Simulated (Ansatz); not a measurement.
# FH6NOSi2: single point in a Gaussian basis in Python

Wanted for FH6NOSi2: a single point in a Gaussian basis. SMILES: O[SiH](F)N[SiH3].

All numbers are computed with Ansatz 0.2.0, driven from Python. Level of theory: CAM-B3LYP/def2-SVPD.

## 1. Starting point

Bond lengths: O1–Si2 1.585 Å, Si2–F3 1.579 Å, Si2–N4 1.660 Å, N4–Si5 1.629 Å, O1–H6 0.987 Å, Si2–H7 1.495 Å, N4–H8 1.025 Å, Si5–H9 1.458 Å, Si5–H10 1.451 Å, Si5–H11 1.511 Å. Angles (14 of 16 angles, heavy atoms first): O1–Si2–F3 107.2°, O1–Si2–N4 104.5°, F3–Si2–N4 109.4°, Si2–N4–Si5 112.9°, O1–Si2–H7 111.8°, F3–Si2–H7 112.9°, N4–Si2–H7 110.5°, Si2–O1–H6 116.6°, Si2–N4–H8 106.6°, Si5–N4–H8 110.1°, N4–Si5–H9 108.3°, N4–Si5–H10 109.0°, N4–Si5–H11 109.7°, H9–Si5–H10 110.4°.

No structure file is read: the coordinates are typed or built in the script.

## 2. The code

Contents of fh6nosi2.py:

```python
'''Electronic structure of the FH6NOSi2 molecule.'''

import ansatz as az
from ase import Atoms
import numpy as np

atoms = Atoms(['O', 'Si', 'F', 'N', 'Si', 'H', 'H', 'H', 'H', 'H', 'H'], positions=[
    (-1.8316, 1.4665, -0.5993),
    (-0.3601, 1.0586, -0.1759),
    (-0.0827, 1.7113, 1.2346),
    (-0.4157, -0.5926, -0.0193),
    (1.0395, -1.2482, 0.3053),
    (-2.5236, 1.4184, 0.1034),
    (0.6455, 1.4537, -1.2085),
    (-0.7765, -0.9588, -0.9061),
    (0.8758, -2.6916, 0.426),
    (1.9531, -0.9326, -0.7775),
    (1.5417, -0.7417, 1.6379),
])
geometry = az.Crystal.molecule_from_ase(atoms)

setup = (
    geometry.calculation()
    .basis(gaussian='def2-SVPD')
    .functional('CAM-B3LYP')
    .scf(lower_state_search='off')
    .forces()
)
data = setup.session().plan(threads=1).execute().report

print('reference energy %16.6f eV' % data['reference_energy_ev'])
print('total energy     %16.6f eV' % data['free_energy_ev'])
print('occupied (up, down):', data['n_occupied'], ' virtual:', data['n_virtual'], ' frozen:', data['n_frozen'])

state = data['mean_field']['state']
print(f'mean field: {state["energy"]["hartree"]:.7f} Ha, <S^2> = {abs(state["spin_squared"]):.4f}, stability: {state.get("stability", {}).get("kind")}')

symbols = [site.symbol for site in geometry.cartesian_sites]
forces = np.array(data['forces_ev_ang'])
print('largest force', round(float(np.linalg.norm(forces, axis=1).max()), 4), 'eV/A, rms', round(float(np.sqrt((forces ** 2).mean())), 4))

charges = data['charge_distribution']
print('dipole moment', round(4.803205 * float(np.linalg.norm(charges['dipole_moment_e_ang'])), 3), 'D')
print('Mulliken:', [(s, round(q, 3)) for s, q in zip(symbols, charges['mulliken_charges_e'])])
```

## 3. The run

On the command line:

```console
python fh6nosi2.py
```

The log of the run:

```text
reference energy    -22099.387358 eV
total energy        -22099.387358 eV
occupied (up, down): [29, 29]  virtual: [133, 133]  frozen: 0
mean field: -812.1375059 Ha, <S^2> = 0.0000, stability: undecided
largest force 4.5183 eV/A, rms 1.2382
dipole moment 1.433 D
Mulliken: [('O', -0.561), ('Si', 1.179), ('F', -0.682), ('N', -0.224), ('Si', -0.572), ('H', 0.163), ('H', 0.052), ('H', 0.078), ('H', 0.189), ('H', 0.214), ('H', 0.163)]
```

Run time: 7.7 s. Hardware: 1 thread of Arm Neoverse V2, shared host; peak memory 0.54 GiB.

Lines on the test bed's own set-up are left out of the output.

## 4. What the engine kept of the run

The report of the run holds:

| item | value |
| --- | --- |
| SCF cycles in all | 18 |
| orbitals | 162 |
| total energy (eV) | -22099.38736 |

## 5. Again, from the shell

The engine's input of that run, saved to a file, gives the whole log.

Contents of input.yaml:

```yaml
crystal:
  periodic: [false, false, false]
  atoms:
    - { symbol: O, position_ang: [-1.8316, 1.4665, -0.5993] }
    - { symbol: Si, position_ang: [-0.3601, 1.0586, -0.1759] }
    - { symbol: F, position_ang: [-0.0827, 1.7113, 1.2346] }
    - { symbol: "N", position_ang: [-0.4157, -0.5926, -0.0193] }
    - { symbol: Si, position_ang: [1.0395, -1.2482, 0.3053] }
    - { symbol: H, position_ang: [-2.5236, 1.4184, 0.1034] }
    - { symbol: H, position_ang: [0.6455, 1.4537, -1.2085] }
    - { symbol: H, position_ang: [-0.7765, -0.9588, -0.9061] }
    - { symbol: H, position_ang: [0.8758, -2.6916, 0.426] }
    - { symbol: H, position_ang: [1.9531, -0.9326, -0.7775] }
    - { symbol: H, position_ang: [1.5417, -0.7417, 1.6379] }
basis:
  gaussian: { orbitals: def2-SVPD }
hamiltonian:
  xc: cam_b3lyp
scf:
  lower_state_search: "off"
output:
  forces: true
```

On the command line:

```console
ansatz run input.yaml --threads 1 --pin off --max-ram 4096MiB --backend cpu --events-out ev --progress --plain --runs-dir out
```

The log of the run (excerpt; [...] marks lines left out):

```text
Warning: RAYON_NUM_THREADS=1 ignored (pool sized by the plan → 1); use --threads N
[...]
Functional definition: CAM-B3LYP
[...]
1403 factors; their error is unknown
620 factors; integrals over basis functions are off by at most 1.5e-5 eV
[...]
mean field -22099.38721173 eV, -812.1375005283 hartree, gradient 2.1e-6 eV, S^2 0.000000; 0 other end points of the search recorded, 0 dependent functions left out
[...]
reference -22099.38735802 eV, -812.1375059046 hartree; 29, 29 occupied and 133, 133 virtual orbitals, 1403 factors
Total energy: -22099.38735802 eV, -812.1375059046 hartree
Atom 0 at    -1.831600     1.466500    -0.599300 Å, force    -3.222503     1.290702    -0.088032 eV/Å
Atom 1 at    -0.360100     1.058600    -0.175900 Å, force     0.620436     0.869973    -1.334101 eV/Å
Atom 2 at    -0.082700     1.711300     1.234600 Å, force     0.803294     0.721142     1.539814 eV/Å
Atom 3 at    -0.415700    -0.592600    -0.019300 Å, force    -2.631342    -0.296864    -0.946147 eV/Å
Atom 4 at     1.039500    -1.248200     0.305300 Å, force     3.290743    -2.290531     2.083046 eV/Å
Atom 5 at    -2.523600     1.418400     0.103400 Å, force     0.768321     0.074977    -1.017687 eV/Å
Atom 6 at     0.645500     1.453700    -1.208500 Å, force    -0.242980     0.293735     0.366491 eV/Å
Atom 7 at    -0.776500    -0.958800    -0.906100 Å, force    -0.343336    -0.077996     0.365167 eV/Å
Atom 8 at     0.875800    -2.691600     0.426000 Å, force     0.164602    -0.662422    -0.032905 eV/Å
Atom 9 at     1.953100    -0.932600    -0.777500 Å, force     0.818643     0.074250    -0.433071 eV/Å
Atom 10 at     1.541700    -0.741700     1.637900 Å, force    -0.025876     0.003033    -0.502574 eV/Å
Dipole moment:    -0.154202    -0.177416    -0.183640 e Å
Checks for a lower state left out: stability, starts, cluster_reference, orbital_swaps, neighbouring_geometries, increment
```

Run time: 7.2 s. Hardware: 1 thread of Arm Neoverse V2, shared host; peak memory 0.46 GiB.

Script and command line differ by 0.000 meV in the energy.

## 6. Results

| quantity | value |
| --- | --- |
| total energy | -22099.3874 eV |
| largest force | 4.518 eV/Å |
| dipole moment | 1.43 D |

In words: Forces reach 4.52 eV/Å, so the atoms aren't at rest. The geometry is a force-field or estimated start, not a minimum of this method, and the basis set is short of its limit. Mulliken charges are unreliable in a basis with diffuse functions.
